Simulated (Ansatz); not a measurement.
## GdGa₂, space group P6/mmm: a convergence test of the k-point mesh, step by step

Computed with Ansatz 0.2.0, Python API.

Contents of `gdga2.extxyz`:
```text
3
Lattice="4.223 0.0 0.0 -2.1115 3.65722528 0.0 0.0 0.0 4.137" Properties=species:S:1:pos:R:3:initial_magmoms:R:1 pbc="T T T"
Gd    0.00000000    0.00000000    0.00000000  7.00
Ga   -0.00000000    2.43815019    2.06850000  0.00
Ga    2.11150000    1.21907509    2.06850000  0.00
```

Notebook, run cell by cell (the value of a cell's last expression is shown):

In [1]:
```python
import warnings

import ansatz as az
import matplotlib.pyplot as plt
```

In [2]:
```python
FUNCTIONAL = "lda"
CUTOFF = 470
FILLING = "fermi_dirac"
WIDTH_EV = 0.1
```

In [3]:
```python
warnings.simplefilter("ignore", az.DeckWarning)
```

In [4]:
```python
system = az.Crystal.from_extxyz("gdga2.extxyz")
```

In [5]:
```python
[site.symbol for site in system.resolved().sites]
```
Out [5]:
```text
['Gd', 'Ga', 'Ga']
```

In [6]:
```python
calculation = (
    system.calculation()
    .functional(FUNCTIONAL)
    .basis(CUTOFF)
    .occupations(FILLING, width=WIDTH_EV)
    .spin("collinear")
)
```

In [7]:
```python
rows = []
for value in [0.8, 0.6, 0.5, 0.4, 0.33]:
    rep = calculation.kpoints(spacing=value).run(threads=1, pin="off").report
    rows.append((value, rep["free_energy_ev"] / len(rep["lattice"]["sites"]), rep["n_iterations"], rep["magnetization_mub"], rep["n_kpoints"]))

print("spacing (1/A)   F/atom (eV)    iterations  moment (muB)      k-points")
for row in rows:
    print(f"{str(row[0]):>12s}  {row[1]:12.5f}  {row[2]:12d}  {row[3]:12.3f}  {row[4]:12d}")
```
```text
spacing (1/A)   F/atom (eV)    iterations  moment (muB)      k-points
         0.8   -5514.20805            11         7.113             6
         0.6   -5514.20540            11         7.248             6
         0.5   -5514.27274            11         7.214            12
         0.4   -5514.29910            11         7.072            15
        0.33   -5514.30415            11         7.148            21
```

In [8]:
```python
for row in rows[:-1]:
    shift = 1000 * (row[1] - rows[-1][1])
    print(f"{row[0]}: {shift:+.2f} meV/atom" + ("  (within 5 meV)" if abs(shift) < 5 else ""))
plt.figure(figsize=(4.5, 3))
plt.plot([str(row[0]) for row in rows], [1000 * (row[1] - rows[-1][1]) for row in rows], "o-")
plt.xlabel("spacing (1/A)")
plt.ylabel("F - F(last) (meV/atom)")
plt.tight_layout()
plt.savefig("kconv.png", dpi=100)
```
```text
0.8: +96.10 meV/atom
0.6: +98.75 meV/atom
0.5: +31.41 meV/atom
0.4: +5.05 meV/atom
```

Notes:
- Open f shells: without a Hubbard U, without spin-orbit coupling; the state reached hangs on the start and needn't be the lowest.
- The starting cell is as deposited in a crystallographic database; the results hold for this polymorph, which needn't be the stable one.
- Shifts are counted from the finest mesh, which is itself no proven limit.
- Hardware and time: 27 s on 1 thread of Arm Neoverse V1 (shared host), peak memory 0.53 GiB.
